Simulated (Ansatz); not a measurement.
# GaH₃ + H₂O: a complex and its separated parts

The complex below is one end of an elementary step. How strongly is it bound against its free parts?

The runs use Ansatz 0.2.0, Gaussian basis; PBE0-D4/def2-TZVP structures, single points in def2-TZVPP, no counterpoise correction.

Levels: SPW92, PBE-D4, BLYP-D4, r2SCAN-D4, B97M-V, PBE0-D4, B3LYP-D4, r2SCAN0-D4, BHLYP-D4, CAM-B3LYP-D4, wB97X-V, wB97M-V, B2PLYP, PBE-QIDH, RPA on PBE, Hartree-Fock, MP2, CCSD, CCSD(T).

Correlated methods freeze the cores. Filled d shells of the heavier atoms are correlated. B3LYP uses VWN-RPA correlation. B2PLYP carries no dispersion term here.

95 further runs of the same task are left out: 1 that didn't finish, 94 set aside as unsound or not needed.

### Step 1. The system as given

The complex: 7 atoms, charge 0, spin multiplicity 1.

Atoms are counted from 1 here; the program's logs count them from 0.

Bond lengths: Ga1–H2 1.580 Å, Ga1–H3 1.580 Å, Ga1–H4 1.570 Å, Ga1–O6 2.198 Å, H5–O6 0.963 Å, O6–H7 0.963 Å. Angles: H2–Ga1–H3 118.0°, H2–Ga1–H4 119.4°, H2–Ga1–O6 94.1°, H3–Ga1–H4 119.3°, H3–Ga1–O6 94.1°, H4–Ga1–O6 99.8°, Ga1–O6–H5 108.8°, Ga1–O6–H7 108.9°, H5–O6–H7 106.7°.

Geometry (Å):

```xyz
7
GaH5O
Ga   -0.50439    0.16058   -0.81427
H     0.30862   -0.98808   -1.53353
H     0.07680    1.62919   -0.87141
H    -2.02926   -0.05175   -0.50734
H     0.97631   -0.98579    1.08650
O     0.34074   -0.26766    1.16877
H     0.83117    0.50332    1.47127
```

Its parts: GaH₃ holds atoms 1, 2, 3, 4; H₂O holds atoms 5, 6, 7. Each part counts its atoms afresh in its own runs.

### Step 2. Relaxing GaH₃ alone

The input, relax-a/in.yaml:

```yaml
crystal:
  periodic: [false, false, false]
  atoms:
    - {symbol: Ga, position_ang: [-0.504388, 0.160579, -0.814268]}
    - {symbol: H, position_ang: [0.308618, -0.988077, -1.533527]}
    - {symbol: H, position_ang: [0.076802, 1.629186, -0.871413]}
    - {symbol: H, position_ang: [-2.029256, -0.051753, -0.507337]}
basis:
  gaussian: {orbitals: def2-TZVP}
hamiltonian: {xc: pbe0, dispersion: d4}
relax: {f_tol: 0.005, max_steps: 200}
```

The run is started by

```console
> ansatz run in.yaml --threads 2 --pin off --events-out ev --progress --plain --max-ram 4352MiB
```

After this run come: Relaxing H₂O alone; SPW92/def2-TZVPP; PBE-D4/def2-TZVPP; BLYP-D4/def2-TZVPP; r2SCAN-D4/def2-TZVPP; B97M-V/def2-TZVPP; PBE0-D4/def2-TZVPP; B3LYP-D4/def2-TZVPP; r2SCAN0-D4/def2-TZVPP; BHLYP-D4/def2-TZVPP; CAM-B3LYP-D4/def2-TZVPP; wB97X-V/def2-TZVPP; wB97M-V/def2-TZVPP; B2PLYP/def2-TZVPP; PBE-QIDH/def2-TZVPP; RPA on PBE/def2-TZVPP; CCSD(T)/def2-TZVPP; Vibrations of GaH₃; Vibrations of H₂O.

Q: Predict the outcome of this session. Wanted: complex less parts, CCSD(T)/def2-TZVPP; with zero-point energy; largest T1 diagnostic.

**Answer**, as computed:

```
                              quantity         value
complex less parts, CCSD(T)/def2-TZVPP  -63.9 kJ/mol
                with zero-point energy  -51.9 kJ/mol
                 largest T1 diagnostic         0.013
```

**Reading.** At CCSD(T) the complex lies 63.9 kJ/mol below its parts. wB97M-V is the best functional here (0.0 kJ/mol from CCSD(T)); SPW92 is the worst (-23.3 kJ/mol). By rung, the mean size of the error is: LDA 23.3, GGA 4.8, meta-GGA 4.2, hybrid 2.9, range-separated hybrid 0.2, double hybrid 3.3 kJ/mol. PBE-D4 gives a relative energy 1.3 kJ/mol too high, inside chemical accuracy (1 kcal/mol, 4.2 kJ/mol). No counterpoise was applied, and triple zeta lacks some correlation, so the CCSD(T) reference has a basis error of its own, and close matches with it are partly luck.
